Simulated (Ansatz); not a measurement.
# C5H9AlO2: how energies converge with the basis set

An exercise on one series of results from a longer session: the logs are not shown, and one member is left open.

The runs use Ansatz 0.2.0, Gaussian basis; one geometry, several basis sets.

Plan: PBE0-D4/def2-SVP; ωB97M-V/def2-SVP; PBE0-D4/def2-QZVPP; ωB97M-V/def2-QZVPP; the functionals' def2-TZVPP values are taken from earlier runs.

**The relaxed structure**

The geometry comes from an earlier relaxation with PBE0-D4 in a triple-zeta def2 set; it is a stationary point, not always the lowest conformer.

17 atoms, charge 0, spin multiplicity 1.

Atoms are counted from 1 here; the program's logs count them from 0.

Bond lengths: C1–Al2 1.953 Å, C1–H9 1.095 Å, C1–H10 1.095 Å, C1–H11 1.095 Å, Al2–C3 1.953 Å, Al2–O4 1.861 Å, Al2–O8 1.861 Å, C3–H12 1.095 Å, C3–H13 1.095 Å, C3–H14 1.095 Å, O4–C5 1.263 Å, C5–C6 1.391 Å, C5–H15 1.095 Å, C6–C7 1.391 Å, C6–H16 1.081 Å, C7–O8 1.263 Å, C7–H17 1.095 Å. Angles: Al2–C1–H9 111.6°, Al2–C1–H10 111.6°, Al2–C1–H11 112.3°, H9–C1–H10 106.7°, H9–C1–H11 107.1°, H10–C1–H11 107.1°, C1–Al2–C3 123.4°, C1–Al2–O4 108.9°, C1–Al2–O8 108.9°, C3–Al2–O4 108.8°, C3–Al2–O8 108.8°, O4–Al2–O8 94.1°, Al2–C3–H12 112.3°, Al2–C3–H13 111.7°, Al2–C3–H14 111.6°, H12–C3–H13 107.1°, H12–C3–H14 107.1°, H13–C3–H14 106.7° and more.

Set-up of the first run:

Contents of in.yaml:

```yaml
crystal:
  periodic: [false, false, false]
  atoms:
    - {symbol: C, position_ang: [0.319501, -1.064146, -2.131048]}
    - {symbol: Al, position_ang: [0.574190, -0.342258, -0.334688]}
    - {symbol: C, position_ang: [2.258253, -0.465476, 0.646028]}
    - {symbol: O, position_ang: [-0.007908, 1.425334, -0.307903]}
    - {symbol: C, position_ang: [-1.014641, 1.871097, 0.311839]}
    - {symbol: C, position_ang: [-1.888828, 1.122787, 1.092487]}
    - {symbol: C, position_ang: [-1.722982, -0.247162, 1.263764]}
    - {symbol: O, position_ang: [-0.802527, -0.950842, 0.759905]}
    - {symbol: H, position_ang: [0.500618, -2.143677, -2.161614]}
    - {symbol: H, position_ang: [1.008167, -0.608569, -2.850305]}
    - {symbol: H, position_ang: [-0.695332, -0.896739, -2.505921]}
    - {symbol: H, position_ang: [2.198647, 0.004277, 1.633081]}
    - {symbol: H, position_ang: [3.076903, 0.021617, 0.105993]}
    - {symbol: H, position_ang: [2.559076, -1.506754, 0.802169]}
    - {symbol: H, position_ang: [-1.198515, 2.946329, 0.212012]}
    - {symbol: H, position_ang: [-2.718853, 1.617647, 1.576023]}
    - {symbol: H, position_ang: [-2.445758, -0.783454, 1.888186]}
basis:
  gaussian: {orbitals: def2-SVP}
hamiltonian: {xc: pbe0, dispersion: d4}
output: {orbitals: {seedname: orbitals}}
```

Command:

```bash
$ ansatz run in.yaml --threads 4 --pin off --events-out ev --progress --plain --max-ram 66560MiB --backend cpu
```

Among the steps run: PBE0-D4 in def2-SVP; ωB97M-V in def2-SVP; PBE0-D4 in def2-QZVPP; ωB97M-V in def2-QZVPP.

One of the session's tables, all rows but one given; the rest of the session is left out.

It belongs to the step «Density functionals: the series». 

| functional | basis | HOMO (eV) | LUMO (eV) |
| --- | --- | --- | --- |
| PBE0-D4 | def2-SVP | -6.85 | -2.21 |
| PBE0-D4 | def2-TZVPP | ? | ? |
| PBE0-D4 | def2-QZVPP | -6.92 | -2.34 |
| ωB97M-V | def2-SVP | -9.02 | -0.03 |
| ωB97M-V | def2-TZVPP | -9.08 | -0.18 |
| ωB97M-V | def2-QZVPP | -9.09 | -0.23 |

Estimate the missing values for PBE0-D4, def2-TZVPP.

As computed: HOMO (eV): -6.90; LUMO (eV): -2.30. In the column «HOMO (eV)» it lies between PBE0-D4, def2-QZVPP (-6.92) and PBE0-D4, def2-SVP (-6.85).
